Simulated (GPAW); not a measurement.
Runs of GPAW 26.7.0 on RuSe. It takes space group F-43m (No. 216, cubic). The conventional cell has a = 5.813 Å, b = 5.813 Å, c = 5.813 Å, α = 90.00°, β = 90.00°, γ = 90.00°. Around Ru (site symmetry -43m) lie 4 Se at 2.52 Å. Se (site symmetry -43m) is surrounded by 4 Ru at 2.52 Å. The cell comes from a database or a generator and needn't be the stable form of this composition.

```csv
level,spin,U,fixed moment (μB),gap on the mesh (eV),pressure (GPa),moment (μB)
PBE,"collinear, ferromagnetic start",-,2.0,-,-6.8,2.00
PBE+U,"collinear, ferromagnetic start",Ru d U = 4 eV,4.0,-,(a),4.00
PBE,"collinear, zero start",-,-,none,-12.6,0.00
PBE,"collinear, random start",-,-,none,-12.6,0.00
```

Alike in all rows: task single point; potentials or basis GPAW PAW data sets (gpaw-data 1.2.1), pw; cell as given; k mesh 6 × 6 × 6; cutoff (eV) 600; smearing gaussian 0.05 eV.

Estimate the missing entries.

(a) 10.5.

Caveats: the total moment is fixed, so each spin has its own Fermi level (some runs).

A k mesh can miss the band edges, and the runs leave out spin-orbit coupling on Ru, Se.

A gap of «none» marks a metal or a gap under the smearing width.
